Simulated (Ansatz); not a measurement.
**ZrC+ (quartet): the correlation ladder, def2-QZVPP**

One table from this session's results is given with a row withheld; the runs are named, their logs left out.

Program: Ansatz 0.2.0, Gaussian basis. Level of theory: def2-QZVPP, core rule «outside noble gas», up to 5 orbitals frozen. These are calculated values, not measurements.

Plan: UHF; ROHF; CCSD(T) on UHF.

## The system

The geometry is a PBE0/def2-TZVP stationary point (not a proven minimum). No spin-orbit coupling is included. Elements past krypton take def2 core potentials.

2 atoms, charge 1, spin multiplicity 4.

Atoms are counted from 1 here; the program's logs count them from 0.

Bond lengths: Zr1–C2 1.897 Å.

As a file:

```xyz
2

Zr    0.00000    0.00000    0.00000
C     0.00000    0.00000    1.89700
```

Set-up of the first run:

in.yaml reads:

```yaml
crystal:
  periodic: [false, false, false]
  atoms:
    - {symbol: Zr, position_ang: [0.000000, 0.000000, 0.000000]}
    - {symbol: C, position_ang: [0.000000, 0.000000, 1.897000]}
basis:
  gaussian: {orbitals: "def2-QZVPP.json"}
total_charge: 1
magnetization: {spin_polarized: true, initial_magnetization: 3}
hamiltonian: {xc: hf}
output: {orbitals: {seedname: orbitals}}
```

Started as:

```sh
$ ansatz run in.yaml --threads 1 --pin off --events-out ev --progress --plain --max-ram 4096MiB --backend cpu
```

Among the steps run: UHF; ROHF; CCSD(T) on UHF.

One table of the session follows, with a row left open; its other results are not shown here.

```
  method  from UCCSD(T) (meV)
    ROHF              +5797.1
    UMP2                    ?
   UCCSD               +369.9
UCCSD(T)                    0
```

Estimate the missing values for UMP2.

As computed: from UCCSD(T) (meV): +1274.4. In the column «from UCCSD(T) (meV)» it lies between UCCSD (+369.9) and ROHF (+5797.1).

Left out of the table: UHF (another determinant or state than the rows shown).

To keep in mind: Warnings: spin contamination; coupled cluster took another determinant than the lowest.
